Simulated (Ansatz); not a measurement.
# C2HClF4 (1,1,1,2-tetrafluorochloroethane) at CAM-B3LYP/6-31G(d) (spherical functions)

Aim: the electronic atomisation energy of C2HClF4 (1,1,1,2-tetrafluorochloroethane) at CAM-B3LYP/6-31G* (spherical functions), from 5 runs. 

The calculation is run with Ansatz 0.2.0.

53 further runs of the same task are left out: 53 set aside as unsound or not needed. Runs told in other sessions of the task aren't counted.

### 1 The system as given

C2HClF4: 8 atoms, total charge 0, spin state singlet. SMILES: `FC(Cl)C(F)(F)F`. Geometry: relaxed at PBE0-D4/def2-TZVP.

Bond lengths: F1–C2 1.349 Å, C2–Cl3 1.755 Å, C2–C4 1.533 Å, C4–F5 1.330 Å, C4–F6 1.325 Å, C4–F7 1.333 Å, C2–H8 1.091 Å. Some angles: F1–C2–Cl3 110.5°, F1–C2–C4 108.4°, Cl3–C2–C4 110.8°, C2–C4–F5 110.2°, C2–C4–F6 112.1°, C2–C4–F7 108.9°, F5–C4–F6 109.0°, F5–C4–F7 108.2°, F6–C4–F7 108.4°, F1–C2–H8 109.6°.

### 2 A single-point energy at CAM-B3LYP/6-31G(d) (spherical functions)

molecule.yaml

```yaml
crystal:
  periodic: [false, false, false]
  atoms:
    - {symbol: F, position_ang: [-1.009760, -0.997300, 1.034070]}
    - {symbol: C, position_ang: [-0.026700, -0.752310, 0.143750]}
    - {symbol: Cl, position_ang: [1.532940, -1.198140, 0.813200]}
    - {symbol: C, position_ang: [-0.058240, 0.737850, -0.214790]}
    - {symbol: F, position_ang: [0.860470, 1.007860, -1.137810]}
    - {symbol: F, position_ang: [0.152480, 1.509050, 0.841250]}
    - {symbol: F, position_ang: [-1.256040, 1.034230, -0.720280]}
    - {symbol: H, position_ang: [-0.195140, -1.341240, -0.759390]}
basis:
  gaussian:
    orbitals: 6-31G_st_-spherical.json
hamiltonian:
  xc: {name: CAM-B3LYP}
accuracy: high
output:
  orbitals: {seedname: orbitals}
```

The basis set 6-31G* is read from a file made from the Basis Set Exchange's data (not shown).

Command:

```
$ ansatz run molecule.yaml --threads 1 --pin off --max-ram 3480MiB --events-out events.jsonl --progress --plain --runs-dir runs
```

Log:

```text
Warning: RAYON_NUM_THREADS=1 ignored (pool sized by the plan → 1); use --threads N
Functional definition: CAM-B3LYP
  name "CAM-B3LYP"
  parameter alpha = 0.19
  parameter beta = 0.46
  parameter omega = 0.33/bohr
  parameter ac = 0.81
  exchange = (1 - alpha - beta)*b88_x + beta*b88_x_sr(omega) + alpha*exact_x + beta*exact_x_lr(omega)
  correlation = (1 - ac)*vwn5_c + ac*lyp_c
2392 factors; integrals over basis functions are off by at most 4.2e-9 eV
412 factors; integrals over basis functions are off by at most 2.1e-9 eV
mean field evaluation 1: about -25472.6245 eV, gradient 4.6e1 eV
mean field evaluation 2: about -25471.1724 eV, gradient 5.8e1 eV
mean field evaluation 4: about -25475.9167 eV, gradient 1.2e0 eV
mean field evaluation 8: about -25476.1354 eV, gradient 1.4e-1 eV
mean field evaluation 16: about -25476.1355 eV, gradient 4.7e-5 eV
mean field -25476.13548158 eV, -936.2307106033 hartree, gradient 4.1e-8 eV, S^2 0.000000; 0 other end points of the search recorded, 0 dependent functions left out
reference -25476.13549575 eV, -936.2307111238 hartree; 33, 33 occupied and 71, 71 virtual orbitals, 2392 factors
Total energy: -25476.13549575 eV, -936.2307111238 hartree
```

Wall time 9 s (1 thread of Intel Xeon Platinum 8488C (Sapphire Rapids), shared host); peak memory 0.5 GiB.

### 3 The C atom

run.yaml

```yaml
basis:
  gaussian: {orbitals: 6-31G_st_-spherical.json}
crystal:
  periodic: [false, false, false]
  atoms:
    - {symbol: C, position_ang: [0.000000, 0.000000, 0.000000]}
magnetization: {spin_polarized: true, initial_magnetization: 2}
hamiltonian: {xc: {name: CAM-B3LYP}}
accuracy: high
```

The basis set 6-31G* is read from a file made from the Basis Set Exchange's data (not shown).

Run the same way, it converges to -37.82190 Eh (log not shown).

### 4 The Cl atom, same level

molecule.yaml

```yaml
crystal:
  periodic: [false, false, false]
  atoms:
    - symbol: Cl
      position_ang: [0.000000, 0.000000, 0.000000]
basis:
  gaussian:
    orbitals: 6-31G_st_-spherical.json
magnetization:
  spin_polarized: true
  initial_magnetization: 1
hamiltonian:
  xc: {name: CAM-B3LYP}
accuracy: high
```

The basis set 6-31G* is read from a file made from the Basis Set Exchange's data (not shown).

Command:

```
$ ansatz run molecule.yaml --threads 1 --pin off --max-ram 3480MiB --events-out events.jsonl --progress --plain --runs-dir runs
```

Log (excerpt; [...] marks lines left out):

```text
Warning: RAYON_NUM_THREADS=1 ignored (pool sized by the plan → 1); use --threads N
[... 8 set-up lines as earlier in the session ...]
140 factors; integrals over basis functions are off by at most 3.1e-9 eV
61 factors; integrals over basis functions are off by at most 8.0e-10 eV
mean field evaluation 1: about -12520.7724 eV, gradient 2.7e0 eV
mean field evaluation 2: about -12520.8173 eV, gradient 5.8e-1 eV
mean field evaluation 4: about -12520.8211 eV, gradient 1.9e-1 eV
mean field evaluation 8: about -12520.8213 eV, gradient 3.4e-4 eV
mean field evaluation 16: about -12520.8213 eV, gradient 8.9e-8 eV
mean field -12520.82127972 eV, -460.1316951123 hartree, gradient 8.9e-8 eV, S^2 0.751741; 0 other end points of the search recorded, 0 dependent functions left out
reference -12520.82129081 eV, -460.1316955197 hartree; 9, 8 occupied and 9, 10 virtual orbitals, 140 factors
Total energy: -12520.82129081 eV, -460.1316955197 hartree
```

It took 0.52 s on 1 thread of Intel Xeon Platinum 8488C (Sapphire Rapids), shared host.

### 5 The F atom

input.yaml

```yaml
crystal:
  periodic: [false, false, false]
  atoms:
    - symbol: F
      position_ang: [0.000000, 0.000000, 0.000000]
basis:
  gaussian: {orbitals: 6-31G_st_-spherical.json}
magnetization: {spin_polarized: true, initial_magnetization: 1}
hamiltonian: {xc: {name: CAM-B3LYP}}
accuracy: high
```

The basis set 6-31G* is read from a file made from the Basis Set Exchange's data (not shown).

Run the same way, it converges to -99.69061 Eh (log not shown).

### 6 The H atom

run.yaml

```yaml
crystal:
  periodic: [false, false, false]
  atoms:
    - symbol: H
      position_ang: [0.000000, 0.000000, 0.000000]
basis:
  gaussian: {orbitals: "6-31G*"}
hamiltonian: {xc: {name: CAM-B3LYP}}
accuracy: high
magnetization: {spin_polarized: true, initial_magnetization: 1}
```

Run the same way, it converges to -0.49683 Eh (log not shown).

### 7 What came out

At CAM-B3LYP/6-31G* (spherical functions):

| quantity | value |
| --- | --- |
| molecule: total energy | -936.23071 Eh |
| molecule: HOMO energy | -10.69 eV |
| molecule: LUMO energy | 1.72 eV |
| molecule: HOMO–LUMO gap | 12.40 eV |
| C atom: total energy | -37.82190 Eh |
| C atom: ⟨S²⟩ | 2.002 |
| Cl atom: total energy | -460.13170 Eh |
| Cl atom: ⟨S²⟩ | 0.752 |
| F atom: total energy | -99.69061 Eh |
| F atom: ⟨S²⟩ | 0.751 |
| H atom: total energy | -0.49683 Eh |
| H atom: ⟨S²⟩ | 0.750 |
| electronic atomisation energy | 32.543 eV |

What this shows: Taking the molecule apart into free atoms costs 32.54 eV (750 kcal/mol), before zero-point energy and without spin-orbit coupling.
